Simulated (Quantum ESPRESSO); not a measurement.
**Bi in Quantum ESPRESSO: the effect of functional**

Sheet: Bi, a sheet with vacuum.

```
Bi
1.0
     3.12932    0.00000    0.00000
     0.00000    3.12932    0.00000
     0.00000    0.00000   23.80000
Bi
1
Direct
  0.50000 0.50000 0.29412
```

The cell was built by a generator and needn't be a form met in nature.

Alike in all runs:

- Program: Quantum ESPRESSO 7.5
- Task: work function
- Potentials or basis: SG15 PBE 1.2
- Cutoff: 898 eV
- Density cutoff: 3592 eV
- k mesh: 9 × 9 × 1
- Occupations: fermi-dirac, width 0.05 eV
- Spin: no spin polarisation

```tsv
functional	work function (eV)
LDA	?
PBEsol	4.70
PBE	4.61
RPBE	4.48
revPBE	4.50
AM05	4.59
BLYP	4.34
PW91	4.66
```

Q: What does the run with functional LDA give?

A: Work function 4.90 eV.
